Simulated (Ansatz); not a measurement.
Run this with Ansatz 0.2.0, Python API and show what comes out.

The script, `torsion_ch2fnssi.py`:
```python
import warnings

import ansatz
from ase import Atoms

warnings.simplefilter("ignore", ansatz.DeckWarning)

atoms = Atoms(["F", "Si", "N", "C", "S", "H", "H"], positions=[
    [-2.3233, 0.2716, 0.1569],
    [-0.9135, 0.3559, 0.7917],
    [0.1966, 0.7912, -0.6762],
    [0.4303, -0.3357, -0.122],
    [1.3769, -1.6289, -0.4412],
    [-0.7222, 1.5264, 1.7109],
    [2.0166, -1.0486, -1.4657],
])

first = (
    ansatz.Crystal.molecule_from_ase(atoms).calculation()
    .basis(gaussian="def2-SVP")
    .functional("pbe0")
    .relax(force_tolerance=0.02, max_steps=80)
)
atoms.positions = first.run().report["positions_ang"]

start = atoms.get_dihedral(1, 3, 4, 6)
energies = {}
for turn in range(0, 360, 40):
    turned = atoms.copy()
    turned.set_dihedral(1, 3, 4, 6, start + turn, indices=[4, 6])
    base = ansatz.Crystal.molecule_from_ase(turned).calculation().basis(gaussian="def2-SVP").functional("pbe0")
    energies[round((start + turn) % 360)] = base.run().report["free_energy_ev"]
floor = min(energies.values())
print("dihedral Si1-C3-S4-H6 (deg)   E - E(min) (kcal/mol)")
for angle, e in sorted(energies.items()):
    print(f"{angle:8d} {23.060548 * (e - floor):14.3f}  " + "#" * int(30 * (e - floor) / max(max(energies.values()) - floor, 1e-9)))
```

```console
$ python torsion_ch2fnssi.py
dihedral Si1-C3-S4-H6 (deg)   E - E(min) (kcal/mol)
      15          2.575  ######
      55          8.519  ######################
      95         11.135  #############################
     135          4.620  ############
     175          0.000
     215          4.586  ############
     255         11.284  ##############################
     295          8.648  ######################
     335          2.557  ######
```

The scan is rigid and the energies are electronic, in a modest basis. With rigid groups the curve can differ much from the relaxed path, the start wasn't checked as a minimum of this torsion, and equivalent turns needn't return to the same energy. Hardware and time: 67 s on 1 thread of Arm Neoverse V1, on a shared host, peak memory 0.25 GiB.

(Lines on the test bed's own set-up are left out of the output.)
